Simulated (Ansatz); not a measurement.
# YLuAs2: a single-point run

Aim: a sound single-point run of YLuAs2. The structure is shown as the input types it. The cell is built on a prototype (ordering on rocksalt) and needn't be the phase found in nature.

Program: Ansatz 0.2.0. Level of theory: density functional or hybrid calculation with the settings of its input, plane waves (as first typed). These are calculated values, not measurements.

1 further run of the same task is left out (for a known fault of the program).

### Step 1. The starting structure

The structure is tetragonal, space group P4/mmm (No. 123). Conventional cell: a = 4.069 Å, b = 4.069 Å, c = 5.749 Å, α = 90.00°, β = 90.00°, γ = 90.00°. Y (site symmetry 4/mmm) is surrounded by 6 As at 2.87 to 2.88 Å. Around As (site symmetry 4/mmm) lie 2 Y at 2.87 Å and 4 Lu at 2.88 Å. Around Lu (site symmetry 4/mmm) lie 6 As at 2.87 to 2.88 Å. Around As (site symmetry 4/mmm) lie 2 Lu at 2.87 Å and 4 Y at 2.88 Å.

Coordinates:

```
CELL_PARAMETERS angstrom
4.06925 0.00000 0.00000
0.00000 4.06925 0.00000
0.00000 0.00000 5.74909
ATOMIC_POSITIONS crystal
Y 0.00000 0.00000 0.00000
As 0.00000 0.00000 0.50000
Lu 0.50000 0.50000 0.50000
As 0.50000 0.50000 0.00000
```

### Step 2. The run

The input, input.yaml:

```yaml
crystal:
  lattice:
    - [4.0692512279, 0.0, 0.0]
    - [0.0, 4.0692512279, 0.0]
    - [0.0, 0.0, 5.7490900603]
  atoms:
    - { symbol: "Y", position: [0.0, 0.0, 0.0] }
    - { symbol: As, position: [0.0, 0.0, 0.5] }
    - { symbol: Lu, position: [0.5, 0.5, 0.5] }
    - { symbol: As, position: [0.5, 0.5, 0.0] }
kpoints:
  mp_grid: { grid: [4, 4, 4] }
hamiltonian:
  xc: pbe
scf:
  occupations: { method: fermi_dirac, width: 0.02 }
  n_extra_bands: 5
  convergence: { dr2_threshold: 1.0 }
  max_iter: 66
output:
  forces: true
  stress: true
  eigenvalues: true
```

Launch:

```console
ansatz run input.yaml --threads 4 --pin off --max-ram 3686MiB --backend cpu --events-out ev --progress --plain --runs-dir out
```

What happens when this is run?

This run ends as converged, with warnings (force scf threshold loose, stress scf threshold loose). Its log warns: «scf.convergence.dr2_threshold = 1e0 eV is looser than this run's default, which is 1e-7 eV or tighter. The error in the forces grows as the threshold's square root ...»

The threshold asked is loose, but the program put off the close and ended at dr2 = 1.4e-7, so little accuracy was lost here.

Run again and compare: delete scf.convergence.dr2_threshold (the default then holds).
